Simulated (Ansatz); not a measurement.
# C3H6SeSi: one species, many methods

The task here is to estimate one member of a computed series from the others.

Computed with Ansatz 0.2.0, Gaussian basis. Level: functionals in def2-TZVPP, the program's frozen cores in correlated methods.

The runs, in order: PBE-D4, r2SCAN-D4, PBE0-D4, B3LYP-D4, ωB97X-V, ωB97M-V, B2PLYP; CCSD(T)/def2-TZVPP; MP2/def2-QZVPP; extrapolation to the limit.

### Structure used throughout

All runs share one geometry, relaxed beforehand with PBE0-D4 in a triple-zeta def2 set.

SMILES `[Se]=C1C[SiH2]C1`, 11 atoms, charge 0, spin multiplicity 1.

Atoms are counted from 1 here; the program's logs count them from 0.

Bond lengths: Se1–C2 1.767 Å, C2–C3 1.496 Å, C2–C5 1.496 Å, C3–Si4 1.903 Å, C3–H6 1.085 Å, C3–H7 1.098 Å, Si4–C5 1.903 Å, Si4–H8 1.480 Å, Si4–H9 1.486 Å, C5–H10 1.085 Å, C5–H11 1.098 Å. Angles: Se1–C2–C3 126.8°, Se1–C2–C5 126.8°, C3–C2–C5 104.2°, C2–C3–Si4 82.5°, C2–C3–H6 116.8°, C2–C3–H7 111.2°, Si4–C3–H6 126.8°, Si4–C3–H7 105.5°, H6–C3–H7 110.8°, C3–Si4–C5 76.7°, C3–Si4–H8 113.8°, C3–Si4–H9 118.3°, C5–Si4–H8 113.8°, C5–Si4–H9 118.3°, H8–Si4–H9 111.8°, C2–C5–Si4 82.5°, C2–C5–H10 116.8°, C2–C5–H11 111.2° and more.

Geometry (Å):

```mol
C3H6SeSi
  3D, bonds by distance, orders not assigned

 11 11  0  0  0  0  0  0  0  0999 V2000
    1.3856    1.9525   -1.3353 Se  0  0
    0.2615    0.9316   -0.4318 C   0  0
    0.3395    0.5812    1.0209 C   0  0
    0.0600   -1.1795    0.3547 Si  0  0
   -0.6904   -0.0734   -1.0001 C   0  0
    1.2064    0.9408    1.5649 H   0  0
   -0.5879    0.8486    1.5436 H   0  0
    1.3043   -1.8681   -0.0564 H   0  0
   -0.8472   -2.0827    1.1095 H   0  0
   -0.6468   -0.2370   -2.0716 H   0  0
   -1.7199    0.1291   -0.6777 H   0  0
  1  2  8  0
  2  3  8  0
  3  4  8  0
  4  5  8  0
  3  6  8  0
  3  7  8  0
  4  8  8  0
  4  9  8  0
  5 10  8  0
  5 11  8  0
  2  5  8  0
M  END
```

Set-up of the first run:

Contents of in.yaml:

```yaml
crystal:
  periodic: [false, false, false]
  atoms:
    - {symbol: Se, position_ang: [1.385634, 1.952473, -1.335319]}
    - {symbol: C, position_ang: [0.261536, 0.931629, -0.431807]}
    - {symbol: C, position_ang: [0.339485, 0.581201, 1.020879]}
    - {symbol: Si, position_ang: [0.060038, -1.179453, 0.354674]}
    - {symbol: C, position_ang: [-0.690401, -0.073395, -1.000057]}
    - {symbol: H, position_ang: [1.206423, 0.940847, 1.564922]}
    - {symbol: H, position_ang: [-0.587868, 0.848585, 1.543571]}
    - {symbol: H, position_ang: [1.304323, -1.868119, -0.056397]}
    - {symbol: H, position_ang: [-0.847189, -2.082704, 1.109536]}
    - {symbol: H, position_ang: [-0.646824, -0.237041, -2.071611]}
    - {symbol: H, position_ang: [-1.719855, 0.129077, -0.677690]}
basis:
  gaussian: {orbitals: def2-TZVPP}
hamiltonian: {xc: pbe, dispersion: d4}
output: {forces: true, orbitals: {seedname: orbitals}}
```

On the command line:

```console
$ ansatz run in.yaml --threads 4 --pin off --events-out ev --progress --plain --max-ram 10444MiB
```

Among the steps run: PBE-D4 (GGA); r2SCAN-D4 (meta-GGA); PBE0-D4 (hybrid); B3LYP-D4 (hybrid); ωB97X-V (range-separated); ωB97M-V (range-separated); B2PLYP (double hybrid); CCSD(T) in def2-TZVPP; MP2 in def2-QZVPP.

One table of the session follows, with a row left open; its other results are not shown here.

| method | atomisation energy (eV) |
| --- | --- |
| PBE-D4 | 43.430 |
| r2SCAN-D4 | 42.649 |
| PBE0-D4 | 42.720 |
| B3LYP-D4 | 42.287 |
| ωB97X-V | 42.467 |
| ωB97M-V | 42.375 |
| B2PLYP | 41.862 |
| HF/def2-TZVPP | 30.564 |
| MP2/def2-TZVPP | ? |
| CCSD/def2-TZVPP | 40.488 |
| CCSD(T)/def2-TZVPP | 41.279 |
| MP2/CBS | 43.144 |
| CCSD(T)/CBS | 42.407 |

Q: Estimate the row for MP2/def2-TZVPP from the others.

As computed: atomisation energy (eV): 42.015. In the column «atomisation energy (eV)» it lies between B2PLYP (41.862) and B3LYP-D4 (42.287).
